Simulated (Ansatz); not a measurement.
RbCaH₃, space group Pm-3m, a comparison of norm-conserving and PAW potentials

With the Ansatz DFT code, driven from Python.

Run as a notebook:

```python
import ansatz
import numpy as np
from tabulate import tabulate
```

```python
KSPACING = 0.36
MIXING_BETA = 0.4
```

```python
def count_gap(report):
    # lowest empty less highest filled band, counting bands; zero where they overlap
    return max(report.get('gap_by_band_count_ev') or 0.0, 0.0)
```

```python
lattice = ansatz.Lattice.of(
    (4.547, 0.0, 0.0),
    (0.0, 4.547, 0.0),
    (0.0, 0.0, 4.547),
)
sites = [
    ('Rb', (0.0, 0.0, 0.0)),
    ('Ca', (0.5, 0.5, 0.5)),
    ('H', (0.0, 0.5, 0.5)),
    ('H', (0.5, 0.0, 0.5)),
    ('H', (0.5, 0.5, 0.0)),
]
crystal = ansatz.Crystal(lattice=lattice)
for symbol, position in sites:
    crystal = crystal.atom(symbol, position)
```

```python
model = (
    crystal.calculation()
    .functional(ansatz.Functional.LDA)
    .kpoints(spacing=KSPACING)
    .occupations(ansatz.OccupationsMethod.FIXED)
    .mixing('anderson', ndim=6, beta=MIXING_BETA)
    .stress()
    .forces()
    .band_table()
)
variants = {
    'PAW': model.pseudopotentials('paw'),
    'norm-conserving': model.pseudopotentials('nc'),
}
# totals differ by the cores that each treatment holds, so compare what does not depend on them
rows = []
for label, variant in variants.items():
    summary = variant.run().report
    levels = np.array(summary['eigenvalues_ev'][0]) - summary['fermi_energy_ev']
    print(label, 'levels at the first k-point near E_F:', np.round(levels[np.abs(levels) < 5], 3))
    rows.append((label, summary['n_electrons'], np.trace(summary['stress_gpa']) / 3, count_gap(summary)))
print(tabulate(rows, headers=['treatment', 'electrons in bands', 'P GPa', 'gap by band count eV'], floatfmt='.4f', tablefmt='pipe'))
```

    DeckWarning: basis.ecutwfc = 420 eV, auto-derived from the records' recommended cutoffs: set by Rb (normal level)
    PAW levels at the first k-point near E_F: [-2.806 -0.365 -0.365]
    DeckWarning: basis.ecutwfc = 1006.821291 eV, auto-derived from the records' recommended cutoffs: set by H (normal level)
    norm-conserving levels at the first k-point near E_F: [-2.805 -0.365 -0.365]
    | treatment       |   electrons in bands |   P GPa |   gap by band count eV |
    |:----------------|---------------------:|--------:|-----------------------:|
    | PAW             |              22.0000 | -2.4003 |                 2.9328 |
    | norm-conserving |              22.0000 | -2.4124 |                 2.9323 |

PAW gives -2.400 GPa and norm-conserving -2.412 GPa, 0.012 GPa apart. They took 0.9 and 2.9 s of processor time.

The settings weren't tested for convergence. Semilocal gaps usually lie well under measured ones. The computed bands are complete only to about 5.5 eV above the Fermi level. Under fixed occupations the level called the Fermi level is the highest filled one on the SCF mesh; off the mesh a filled band can lie a little above it. The starting cell is as deposited in a crystallographic database; the results hold for this polymorph, which needn't be the stable one. Gaps and levels are Kohn-Sham values on a finite set of k-points, without spin-orbit coupling. Warnings are shown shortened and without file and line. Stress is positive in compression. Timing: 4.4 s on 1 thread of Arm Neoverse V2, on a shared host, peak memory 0.44 GiB.
